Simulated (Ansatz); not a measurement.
Consider a rigid torsion scan of CH6S2Si, SMILES C[SiH2]SS (Ansatz's Python interface).

Script `torsion.py`:
```python
'''Energy of CH6S2Si as one group turns about a bond.'''

import ansatz as az
from ase import Atoms

SETTINGS = {
    'basis': 'def2-SVP',
    'xc': 'pbe',
    'dispersion': 'd3bj',
    'fmax': 0.02,
}

atoms = Atoms(['C', 'Si', 'S', 'S', 'H', 'H', 'H', 'H', 'H', 'H'], positions=[
    (-0.2579, 1.3264, -0.4756),
    (0.2901, -0.3568, -0.7375),
    (1.4191, -0.9738, 0.9535),
    (0.017, -1.1738, 2.3403),
    (0.5281, 2.0587, -0.3547),
    (-0.8714, 1.7343, -1.3595),
    (-0.9386, 1.4508, 0.3867),
    (-0.804, -1.2781, -0.9221),
    (1.1628, -0.4111, -1.8989),
    (-0.462, -2.4277, 2.0707),
])

# relax first, so that the scan starts from a minimum
first = (
    az.Crystal.molecule_from_ase(atoms).calculation()
    .basis(gaussian=SETTINGS['basis'])  # atom-centred Gaussian functions
    .functional(SETTINGS['xc'], dispersion=SETTINGS['dispersion'])
    .relax(force_tolerance=SETTINGS['fmax'], max_steps=80)
)
atoms.positions = first.run(threads=1, pin='off').report['positions_ang']

start = atoms.get_dihedral(1, 2, 3, 9)
energies = {}
for turn in range(0, 360, 30):
    turned = atoms.copy()
    turned.set_dihedral(1, 2, 3, 9, start + turn, indices=[3, 9])
    setup = az.Crystal.molecule_from_ase(turned).calculation()
    setup = setup.basis(gaussian=SETTINGS['basis'])
    setup = setup.functional(SETTINGS['xc'], dispersion=SETTINGS['dispersion'])
    energies[round((start + turn) % 360)] = setup.run(threads=1, pin='off').report['free_energy_ev']
floor = min(energies.values())
print('dihedral Si1-S2-S3-H9 (deg)   E - E(min) (eV)')
for angle, e in sorted(energies.items()):
    print(f'{angle:8d} {(e - floor):14.3f}  ' + '#' * int(30 * (e - floor) / max(max(energies.values()) - floor, 1e-9)))
```

Where along the turn do the lowest and the highest point lie, and how far apart are they?

The lowest point is at 88° and the highest at 358°, 0.315 eV (30.4 kJ/mol) above it, with the rest of the molecule held.

What the script printed:

```console
$ python torsion.py
dihedral Si1-S2-S3-H9 (deg)   E - E(min) (eV)
      28          0.205  ###################
      58          0.059  #####
      88          0.000
     118          0.054  #####
     148          0.166  ###############
     178          0.228  #####################
     208          0.173  ################
     238          0.062  #####
     268          0.007
     298          0.079  #######
     328          0.240  ######################
     358          0.315  ##############################
```

The scan is rigid and the energies are electronic, in a modest basis. With rigid groups the curve can differ much from the relaxed path, the start wasn't checked as a minimum of this torsion, and equivalent turns needn't return to the same energy. Run time: 33 s on 1 thread of Intel(R) Xeon(R) 6975P-C (Granite Rapids), on a shared host, peak memory 0.22 GiB.

(Lines on the test bed's own set-up are left out of the output.)
